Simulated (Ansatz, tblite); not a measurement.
# MoN(OH)3 (H3MoNO3): a ladder of methods and basis sets

One table from this session's results is given with a row withheld; the runs are named, their logs left out.

The runs use Ansatz 0.2.0, Gaussian basis; as each input shows.

Plan: GFN1-xTB, GFN2-xTB, PBE-D4/def2-TZVP, r2SCAN-D4/def2-TZVP, B3LYP-D4/def2-TZVP, LC-ωPBE/def2-TZVP, ωB97M-V/def2-TZVP, B97M-V/def2-TZVP, BLYP-D4/def2-TZVP, r2SCANh-D4/def2-TZVP, B2PLYP/def2-TZVP, PBE-D4/def2-SVP, PBE0-D4/def2-SVP, PBE0-D4/def2-TZVPD, PBE-D4/def2-TZVPD, r2SCAN-D4/def2-TZVPD, CCSD(T)/def2-TZVP, RPA/def2-TZVP.

2 further runs of the same task are left out: 1 that didn't finish, 1 set aside as unsound or not needed.

## The structure

The singlet was relaxed beforehand with B3LYP-D4/def2-SVP.

8 atoms, charge 0, spin multiplicity 1.

Bond lengths: Mo1–N2 1.637 Å, Mo1–O3 1.887 Å, Mo1–O5 1.887 Å, Mo1–O7 1.887 Å, O3–H4 0.967 Å, O5–H6 0.967 Å, O7–H8 0.967 Å. Angles: N2–Mo1–O3 106.5°, N2–Mo1–O5 106.5°, N2–Mo1–O7 106.5°, O3–Mo1–O5 112.3°, O3–Mo1–O7 112.3°, O5–Mo1–O7 112.3°, Mo1–O3–H4 122.6°, Mo1–O5–H6 122.6°, Mo1–O7–H8 122.6°.

Formally the metal is d0. Mo takes a core potential in the def2 sets. No spin-orbit coupling is included.

PBE0-D4/def2-TZVP was run before; its log isn't repeated, and its numbers join the tables.

The first run:

Tight binding, by tblite at 300 K electronic temperature and without a spin-polarisation term:

```python
tblite.interface.Calculator('GFN1-xTB', numbers, positions, charge=0, uhf=0).singlepoint()
```

Tight binding, by tblite at 300 K electronic temperature and without a spin-polarisation term:

```python
tblite.interface.Calculator('GFN2-xTB', numbers, positions, charge=0, uhf=0).singlepoint()
```

start.molden holds the orbitals of an earlier run on this state, given as this run's starting guess.

File in.yaml:

```yaml
crystal:
  periodic: [false, false, false]
  atoms:
    - {symbol: Mo, position_ang: [-0.000433, -0.000776, -0.039704]}
    - {symbol: N, position_ang: [0.016605, 0.030586, 1.597343]}
    - {symbol: O, position_ang: [1.751020, 0.420298, -0.602275]}
    - {symbol: H, position_ang: [2.467551, 0.606743, 0.019299]}
    - {symbol: O, position_ang: [-1.258415, 1.294797, -0.587744]}
    - {symbol: H, position_ang: [-1.757824, 1.834665, 0.039685]}
    - {symbol: O, position_ang: [-0.510625, -1.748220, -0.537222]}
    - {symbol: H, position_ang: [-0.707879, -2.438083, 0.110629]}
basis:
  gaussian: {orbitals: def2-TZVP, initial_orbitals: start.molden}
hamiltonian: {xc: pbe, dispersion: d4}
scf: {omitted_lower_state_checks: [starts]}
output: {orbitals: {seedname: orbitals}}
```

On the command line:

```
> ansatz run in.yaml --threads 4 --pin off --events-out ev --progress --plain --max-ram 3916MiB
```

Among the steps run: PBE-D4/def2-TZVP; r2SCAN-D4/def2-TZVP; B3LYP-D4/def2-TZVP; LC-ωPBE/def2-TZVP; ωB97M-V/def2-TZVP; B97M-V/def2-TZVP; BLYP-D4/def2-TZVP; r2SCANh-D4/def2-TZVP; B2PLYP/def2-TZVP; PBE-D4/def2-SVP; PBE0-D4/def2-SVP; PBE0-D4/def2-TZVPD; PBE-D4/def2-TZVPD; r2SCAN-D4/def2-TZVPD; CCSD(T)/def2-TZVP; RPA/def2-TZVP.

One table of the session follows, with a row left open; its other results are not shown here.

It belongs to the step «Binding energy». 

| level | binding an atom (eV) |
| --- | --- |
| HF/def2-TZVP | 1.980 |
| PBE-D4/def2-SVP | 4.406 |
| PBE-D4/def2-TZVP | 4.363 |
| PBE-D4/def2-TZVPD | 4.368 |
| BLYP-D4/def2-TZVP | 4.343 |
| r2SCAN-D4/def2-TZVP | 4.112 |
| r2SCAN-D4/def2-TZVPD | 4.119 |
| B97M-V/def2-TZVP | 4.066 |
| r2SCANh-D4/def2-TZVP | 3.993 |
| B3LYP-D4/def2-TZVP | 4.133 |
| PBE0-D4/def2-SVP | 4.035 |
| PBE0-D4/def2-TZVP | 4.010 |
| PBE0-D4/def2-TZVPD | 4.018 |
| LC-ωPBE/def2-TZVP | ? |
| ωB97M-V/def2-TZVP | 4.065 |
| MP2/def2-TZVP | 4.296 |
| CCSD/def2-TZVP | 3.771 |
| CCSD(T)/def2-TZVP | 3.971 |

**Question.** Estimate the row for LC-ωPBE/def2-TZVP.

**Answer.** binding an atom (eV): 4.000. In the column «binding an atom (eV)» it lies between r2SCANh-D4/def2-TZVP (3.993) and PBE0-D4/def2-TZVP (4.010).

To keep in mind: Free atoms were run apart at each level; binding is atoms less cluster, divided by the number of atoms, without zero-point or spin-orbit terms.
